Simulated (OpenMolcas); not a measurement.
# C2HCl2F3 (2,2-Dichloro-1,1,1-trifluoroethane): PBE50/ANO-RCC-VDZP (DKH2)

What is the vertical ionisation energy of C2HCl2F3 (2,2-Dichloro-1,1,1-trifluoroethane) at PBE50/ANO-RCC-VDZP (DKH2)? 

The results are computed with OpenMolcas 26.06.

## (1) The system as given

The species is C2HCl2F3 (8 atoms), meant as a singlet with charge 0. SMILES: `FC(F)(F)C(Cl)Cl`. The coordinates come from a GFN2-xTB relaxation.

Bond lengths: F1–C2 1.336 Å, C2–F3 1.336 Å, C2–F4 1.328 Å, C2–C5 1.533 Å, C5–Cl6 1.772 Å, C5–Cl7 1.773 Å, C5–H8 1.093 Å. Some angles: F1–C2–F3 106.7°, F1–C2–F4 107.5°, F1–C2–C5 110.9°, F3–C2–F4 107.5°, F3–C2–C5 110.9°, F4–C2–C5 113.0°, C2–C5–Cl6 108.9°, C2–C5–Cl7 108.9°, Cl6–C5–Cl7 111.4°, C2–C5–H8 109.4°.

## (2) A single-point energy at PBE50/ANO-RCC-VDZP (DKH2)

The input, job.inp:

```
* C2HCl2F3 Kohn-Sham DFT
>>> EXPORT MOLCAS_PRINT=2

&gateway
 coord
 8
 bohr
 F     -0.41162014    -2.56483078     2.16961346
 C      0.34047196    -1.42252913     0.04660065
 F      2.81527619    -1.86961944    -0.18156489
 F     -0.81307356    -2.55659158    -1.87150916
 C     -0.18812224     1.42373856     0.16221409
 Cl    -3.47737953     1.90117786     0.56903433
 Cl     0.91496760     2.84600313    -2.66402251
 H      0.81946084     2.24263248     1.76961513
 basis=ANO-RCC-VDZP
 group=NoSym

&seward
 relativistic=R02O02
 expert

&scf
 ksdft=HYB_GGA_XC_PBE50
 prorbitals=1 1
```

Run with:

```console
$ export MOLCAS_MEM=1860
$ pymolcas job.inp > job.log
```

Output:

```text
--- Start Module: gateway ---
[...]
--- Stop Module: gateway /rc=_RC_ALL_IS_WELL_ ---
--- Start Module: seward ---
[...]
 ###    WARNING:  EXPERT option is ON!                                       ###
 ###############################################################################
               SEWARD will generate:
[...]
      Basis functions          111
--- Stop Module: seward /rc=_RC_ALL_IS_WELL_ ---
[...]
--- Start Module: scf ---
[...]
       Convergence after  12 Iterations
[...]
::    Total KS-DFT energy                           -1299.4773083379
[...]
      Total spin, S                                     0.0000000000
[...]
      Total electronic charge=   74.000000
      Total            charge=   -0.000000
[...]
      Dipole Moment (debye):
      Origin of the operator (angstrom)=   -0.1976    0.1235   -0.2325
                   X=  3.3286E-01               Y=  1.3877E+00               Z=  8.6405E-01           Total=  1.6683E+00
      Quadrupole Moment (debye*angstrom):
[...]
--- Stop Module: scf /rc=_RC_ALL_IS_WELL_ ---
[...]
```

It took 48 s on 1 thread of Arm Neoverse V2, shared host; peak memory 0.67 GiB.

## (3) The doublet cation, same level

The input, job.inp:

```
>>> EXPORT MOLCAS_PRINT=2

&GATEWAY
  Coord
  8
  bohr
  F     -0.41162014    -2.56483078     2.16961346
  C      0.34047196    -1.42252913     0.04660065
  F      2.81527619    -1.86961944    -0.18156489
  F     -0.81307356    -2.55659158    -1.87150916
  C     -0.18812224     1.42373856     0.16221409
  Cl    -3.47737953     1.90117786     0.56903433
  Cl     0.91496760     2.84600313    -2.66402251
  H      0.81946084     2.24263248     1.76961513
  Basis
  ANO-RCC-VDZP
  Group
  NoSym

&SEWARD
  Relativistic
  R02O02
  Expert

&SCF
  UHF
  Charge
  1
  Spin
  2
  KSDFT
  HYB_GGA_XC_PBE50
  PrOrbitals
  1 1
```

Run with:

```console
$ export MOLCAS_MEM=1860
$ pymolcas job.inp > job.log
```

Output:

```text
--- Start Module: gateway ---
[...]
--- Stop Module: gateway /rc=_RC_ALL_IS_WELL_ ---
--- Start Module: seward ---
[...]
 ###    WARNING:  EXPERT option is ON!                                       ###
 ###############################################################################
               SEWARD will generate:
[...]
      Basis functions          111
--- Stop Module: seward /rc=_RC_ALL_IS_WELL_ ---
[...]
--- Start Module: scf ---
[...]
       Convergence after  35 Iterations
[...]
::    Total KS-DFT energy                           -1299.0259869862
[...]
      Total spin, S                                     0.5026451804
[...]
      Total electronic charge=   73.000000
      Total            charge=    1.000000
[...]
      Dipole Moment (debye):
      Origin of the operator (angstrom)=   -0.1976    0.1235   -0.2325
                   X= -8.6289E-01               Y=  5.1406E+00               Z=  2.3455E-01           Total=  5.2178E+00
      Center of Charge (angstrom)
[...]
--- Stop Module: scf /rc=_RC_ALL_IS_WELL_ ---
[...]
```

It took 92 s on 1 thread of Arm Neoverse V2, shared host; peak memory 0.67 GiB.

## (4) Summary of results

At PBE50/ANO-RCC-VDZP (DKH2):

| quantity | value |
| --- | --- |
| singlet C2HCl2F3: total energy | -1299.47731 Eh |
| singlet C2HCl2F3: dipole moment | 1.67 D |
| singlet C2HCl2F3: HOMO energy | -10.87 eV |
| singlet C2HCl2F3: LUMO energy | 0.24 eV |
| singlet C2HCl2F3: HOMO–LUMO gap | 11.11 eV |
| doublet cation: total energy | -1299.02599 Eh |
| doublet cation: HOMO energy (highest over α and β) | -16.57 eV |
| doublet cation: LUMO energy (lowest over α and β) | -13.56 eV |
| doublet cation: ⟨S²⟩ | 0.755 |
| vertical ionisation energy (to the doublet cation) | 12.281 eV |

**Reading.** Removing an electron at fixed nuclei costs 12.28 eV (283 kcal/mol). −ε(HOMO) before ionisation, 10.87 eV, is 1.41 eV below this ionisation energy. Mulliken charges (singlet C2HCl2F3) run from -0.23 on F1 to +0.71 on C2.
